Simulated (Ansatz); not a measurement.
# MoHO+ (triplet): from Hartree-Fock to the top rungs, def2-TZVPP

An exercise on one series of results from a longer session: the logs are not shown, and one member is left open.

Method: def2-TZVPP, core rule «outside noble gas», up to 5 orbitals frozen; program: Ansatz 0.2.0, Gaussian basis.

The runs, in order: UHF; ROHF; CCSD(T) on UHF.

## What is computed

The geometry is a PBE0/def2-TZVP stationary point (not a proven minimum) of the parent state, kept for this charge and spin. No spin-orbit coupling is included. Elements past krypton take def2 core potentials.

3 atoms, charge 1, spin multiplicity 3.

Atoms are counted from 1 here; the program's logs count them from 0.

Bond lengths: Mo1–O2 1.664 Å, Mo1–H3 1.736 Å. Angles: O2–Mo1–H3 119.1°.

Coordinates:

```
Mo    0.00000   -0.03465    0.22588
O     0.00000    0.11982   -1.43060
H     0.00000    1.39643    1.20792
```

Set-up of the first run:

Contents of in.yaml:

```yaml
crystal:
  periodic: [false, false, false]
  atoms:
    - {symbol: Mo, position_ang: [0.000000, -0.034652, 0.225883]}
    - {symbol: O, position_ang: [0.000000, 0.119816, -1.430599]}
    - {symbol: H, position_ang: [0.000000, 1.396431, 1.207924]}
basis:
  gaussian: {orbitals: def2-TZVPP}
total_charge: 1
magnetization: {spin_polarized: true, initial_magnetization: 2}
hamiltonian: {xc: hf}
output: {orbitals: {seedname: orbitals}}
```

Started as:

```sh
$ ansatz run in.yaml --threads 1 --pin off --events-out ev --progress --plain --max-ram 4096MiB --backend cpu
```

Among the steps run: UHF; ROHF; CCSD(T) on UHF.

One of the session's tables, all rows but one given; the rest of the session is left out.

| method | from UCCSD(T) (meV) |
| --- | --- |
| ROHF | +12342.6 |
| UHF | +11718.9 |
| UMP2 | +1584.6 |
| UCCSD | ? |
| UCCSD(T) | 0 |

**Question.** Estimate the row for UCCSD.

**Answer.** from UCCSD(T) (meV): +697.6. In the column «from UCCSD(T) (meV)» it lies between UCCSD(T) (0) and UMP2 (+1584.6).

The program flags UCCSD(T) as in doubt (see the logs), so the zero of the table is itself unsure.

To keep in mind: The determinant is far from a pure spin state, so its energy mixes those of several spin states (harmless only where they are near-degenerate, as at dissociation). The program flags UCCSD(T) as in doubt, so the zero of the table is itself unsure.
